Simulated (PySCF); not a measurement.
**MoO₂⁺: doublet, from a end-on start**

Where does doublet MoO₂⁺ go from a end-on start, is the end point a minimum, and what are its modes, charges and moments?

Method: PBE0, basis Mo def2-TZVP with ECP28, O def2-TZVP, scalar-relativistic core potentials, no spin–orbit coupling, density fitting; program: PySCF 2.14.0.

## 1. The starting structure

3 atoms, charge 1, spin multiplicity 2.

Bond lengths: Mo1–O2 2.070 Å, O2–O3 1.445 Å. Angles: Mo1–O2–O3 119.9°.

Z-matrix (Å, degrees; charge 1 multiplicity 2):
```
Mo
O  1 2.0703
O  2 1.4450 1 119.89
```

## 2. Finding the electronic state

One driver script runs all steps and calls PySCF; scf.py shows how it sets up the SCF of each step. The optimiser is the driver's own. After this first run the driver tries any further starts and a stability analysis.

Input file scf.py:

```python
from pyscf import gto, scf, dft
mol = gto.M(atom='''
Mo     0.000000     0.000000     0.000000
O      0.000000     0.000000     2.070300
O      1.252800     0.000000     2.790300''',
    basis={'Mo': 'def2-TZVP', 'O': 'def2-TZVP'},
    ecp={'Mo': 'def2-TZVP'},
    charge=1, spin=1)
mf = dft.UKS(mol, xc='PBE0')
mf.grids.atom_grid = (50, 194)
aux = {'Mo': 'def2-universal-JKFIT', 'O': 'def2-universal-JKFIT'}
mf = mf.density_fit(auxbasis=aux)
mf.conv_tol = 1e-08
mf.diis_space = 10
mf.max_cycle = 60
mf.init_guess = 'minao'
mf.verbose = 4
mf.kernel()
```

On the command line:

```console
> OMP_NUM_THREADS=2 python axn.py task.json out
```

Standard output (excerpt; [...] marks lines left out):

```text
[... the frontier levels of the middle cycles are left out ...]
init E= -211.849998895517
[... the frontier-level lines of each cycle are left out ...]
cycle= 1 E= -217.692141996035  delta_E= -5.84  |g|= 0.607  |ddm|=  2.6
cycle= 2 E= -202.181548577859  delta_E= 15.5  |g|= 4.38  |ddm|= 3.13
cycle= 3 E= -215.057418256417  delta_E= -12.9  |g|= 2.03  |ddm|= 2.63
cycle= 4 E= -217.657493337392  delta_E= -2.6  |g|= 0.802  |ddm|= 1.16
cycle= 5 E= -216.879843698324  delta_E= 0.778  |g|=  1.5  |ddm|= 0.664
cycle= 6 E= -217.420006116918  delta_E= -0.54  |g|= 1.07  |ddm|= 0.26
cycle= 7 E= -217.483611659281  delta_E= -0.0636  |g|= 0.976  |ddm|= 0.167
cycle= 8 E= -217.384773560343  delta_E= 0.0988  |g|= 1.08  |ddm|= 0.246
cycle= 9 E= -217.509341563067  delta_E= -0.125  |g|= 0.953  |ddm|= 0.169
cycle= 10 E= -217.608427170944  delta_E= -0.0991  |g|= 0.837  |ddm|= 0.0956
cycle= 11 E= -217.814955336245  delta_E= -0.207  |g|= 0.513  |ddm|= 0.198
cycle= 12 E= -217.962809552613  delta_E= -0.148  |g|= 0.0522  |ddm|= 0.429
cycle= 13 E= -217.973056682678  delta_E= -0.0102  |g|= 0.0562  |ddm|= 0.162
cycle= 14 E= -217.982237634015  delta_E= -0.00918  |g|= 0.0538  |ddm|= 0.158
[... 7 cycles left out ...]
cycle= 22 E= -218.012098457083  delta_E= -0.00046  |g|= 0.015  |ddm|= 0.0448
cycle= 23 E= -218.012655459951  delta_E= -0.000557  |g|= 0.0103  |ddm|= 0.0528
cycle= 24 E= -218.01295037189  delta_E= -0.000295  |g|= 0.00444  |ddm|= 0.0561
cycle= 25 E= -218.013006612088  delta_E= -5.62e-05  |g|= 0.00251  |ddm|= 0.0361
cycle= 26 E= -218.013026731376  delta_E= -2.01e-05  |g|= 0.00249  |ddm|= 0.0119
cycle= 27 E= -218.013041034665  delta_E= -1.43e-05  |g|= 0.00119  |ddm|= 0.00922
cycle= 28 E= -218.013049707686  delta_E= -8.67e-06  |g|= 0.00101  |ddm|= 0.00849
cycle= 29 E= -218.01305259281  delta_E= -2.89e-06  |g|= 0.000566  |ddm|= 0.00366
cycle= 30 E= -218.013056428343  delta_E= -3.84e-06  |g|= 0.000307  |ddm|= 0.00763
cycle= 31 E= -218.013057434326  delta_E= -1.01e-06  |g|= 0.000193  |ddm|= 0.00308
cycle= 32 E= -218.013058109039  delta_E= -6.75e-07  |g|= 0.000114  |ddm|= 0.0034
cycle= 33 E= -218.013058308027  delta_E= -1.99e-07  |g|= 7.47e-05  |ddm|= 0.00216
cycle= 34 E= -218.013058332401  delta_E= -2.44e-08  |g|= 4.67e-05  |ddm|= 0.000795
cycle= 35 E= -218.013058338592  delta_E= -6.19e-09  |g|= 2.31e-05  |ddm|= 0.000143
Extra cycle  E= -218.013058341768  delta_E= -3.18e-09  |g|= 2.8e-05  |ddm|= 8.38e-05
converged SCF energy = -218.013058341768  <S^2> = 2.8215329  2S+1 = 3.5051578
```

This step, with its further starts and checks, needed 46 s of wall time on 2 threads of Arm Neoverse V1, shared host.

The starts that the driver tried:

| start | energy (Eh) |
| --- | --- |
| the minimal-basis guess | -218.013058 |
| a thermally smeared density | -217.998034 |

No lower solution of this spin turned up from the other starts or in the test of internal stability.

## 3. Relaxing the doublet from the end-on start

The program finds Cs symmetry in the start, which this walk keeps. The walk stops when the largest gradient is under 0.0003 Eh/bohr and the energy has settled too.

Edit scf.py of step 2 so:

```diff
@@ -3,3 +3,3 @@
-Mo     0.000000     0.000000     0.000000
-O      0.000000     0.000000     2.070300
-O      1.252800     0.000000     2.790300''',
+Mo    -0.154266     0.000000    -0.598520
+O     -0.154266     0.000000     1.471780
+O      1.098534     0.000000     2.191780''',
@@ -16 +15,0 @@
-mf.init_guess = 'minao'
```

Energy and gradient, step by step:

| step | energy (Eh) | change (kJ/mol) | largest symmetric gradient (Eh/bohr) |
| --- | --- | --- | --- |
| 0 | -218.013058 | 0.00 | 0.10122 |
| 1 | -218.050867 | -99.27 | 0.02041 |
| 2 | -218.052098 | -102.50 | 0.01363 |
| 3 | -218.053923 | -107.29 | 0.01345 |
| 4 | -218.054683 | -109.28 | 0.02053 |
| 5 | -218.056255 | -113.41 | 0.02755 |
| 6 | -218.057956 | -117.88 | 0.04752 |
| 7 | -218.060960 | -125.77 | 0.03102 |
| 8 | -218.062918 | -130.91 | 0.00450 |
| 9 | -218.063024 | -131.19 | 0.00741 |
| 10 | -218.063121 | -131.44 | 0.00047 |
| 11 | -218.063123 | -131.44 | 0.00049 |
| 12 | -218.063124 | -131.45 | 0.00032 |
| 13 | -218.063124 | -131.45 | 0.00004 |

The walk took 41 s.

End point (C∞v, 13 steps, 131.4 kJ/mol gained): Mo–O 1.823 Å, O–O 1.210 Å; Mo–O–O 179.9°.

## 4. Is it a minimum? Harmonic modes

On the finer grid the gradient is checked again; gradients at displacements of ±0.02 bohr then give force constants and infrared intensities.

Edit scf.py of step 3 so:

```diff
@@ -3,3 +3,3 @@
-Mo    -0.154266     0.000000    -0.598520
-O     -0.154266     0.000000     1.471780
-O      1.098534     0.000000     2.191780''',
+Mo    -0.226531    -0.000000    -0.553231
+O      0.464181     0.000000     1.133620
+O      0.922563    -0.000000     2.253075''',
@@ -10 +10 @@
-mf.grids.atom_grid = (50, 194)
+mf.grids.atom_grid = (75, 302)
@@ -13 +13 @@
-mf.conv_tol = 1e-08
+mf.conv_tol = 1e-10
```

The driver hands on the density of the step before, so the log starts near convergence.

SCF at the final geometry:

```text
init E= -218.063085047665
[... the frontier-level lines of each cycle are left out ...]
cycle= 1 E= -218.063085047651  delta_E= 1.37e-11  |g|= 6.1e-06  |ddm|= 5.26e-06
Extra cycle  E= -218.063085047423  delta_E= 2.28e-10  |g|= 2.29e-05  |ddm|= 1.76e-05
converged SCF energy = -218.063085047423  <S^2> = 2.6681221  2S+1 = 3.4165023
```

The whole step took 45 s.

Geometry: C∞v; Mo–O 1.823 Å, O–O 1.210 Å; Mo–O–O 180.0°.

Modes, for the most abundant isotopes:

```csv
ω (cm⁻¹),IR (km/mol)
141,11.2
198,9.9
405,25.7
1520,319
```

All wavenumbers are real: a minimum.

Here the density breaks the symmetry of the frame, and no labels are given; pairs that should be degenerate can split.

Properties at this point:

```
Dipole moment about the centre of mass                          : 3.82 D
Highest occupied level                                          : -12.20 eV
Lowest empty level                                              : -8.91 eV
Rotational constants                                            : 0.1096 cm⁻¹
Zero-point energy                                               : 13.5 kJ/mol
Principal polarisabilities                                      : 28.4, 30.2, 69.0 bohr³
Principal traceless quadrupole moments about the centre of mass : -3.61, -3.43, 7.04 D Å
Entropy at 298.15 K and 1 bar (electronic part: spin only)      : 271.0 J/(mol K)
Heat capacity Cp at 298.15 K                                    : 51.2 J/(mol K)
Enthalpy at 298.15 K above 0 K                                  : 12.70 kJ/mol
Rotational symmetry number                                      : 1
Spin squared ⟨S²⟩                                               : 2.668
```

Populations by atom (charges in e):

| atom | Mulliken | Löwdin | polar tensor | spin (Mulliken) | Mayer order to Mo1 |
| --- | --- | --- | --- | --- | --- |
| Mo1 | 1.14 | 0.89 | 0.76 | 2.32 | – |
| O2 | -0.14 | 0.02 | 0.50 | -0.49 | 0.93 |
| O3 | 0.00 | 0.09 | -0.26 | -0.83 | 0.52 |

Mulliken populations on Mo1 (outside its core potential): s 2.28, p 6.01, d 4.55, f 0.01.

## 5. Outcome

```
                                          quantity                                     value
                                           minimum           broken-symmetry (Ms = 1/2), C∞v
                                          geometry  Mo–O 1.823 Å, O–O 1.210 Å; Mo–O–O 180.0°
                                wavenumbers (cm⁻¹)                       141, 198, 405, 1520
                    dipole moment (centre of mass)                                    3.82 D
highest occupied, lowest empty level (either spin)                          -12.20, -8.91 eV
                        polar-tensor charge of Mo1                                   +0.76 e
                                 zero-point energy                               13.5 kJ/mol
                               entropy at 298.15 K                           271.0 J/(mol K)
                                              ⟨S²⟩                                     2.668
```

In words: From Cs at the start the molecule goes to a C∞v minimum. The determinant is spin-contaminated (⟨S²⟩ = 2.67 against 0.75), so it is no pure spin state. The strongest infrared band lies at 1520 cm⁻¹. Other starts or spin states, not run here, may lie lower. The SCF density has lower symmetry than the nuclear frame. One determinant may miss the lowest occupation of an open d or f shell.

The search up to here took 2.2 min.
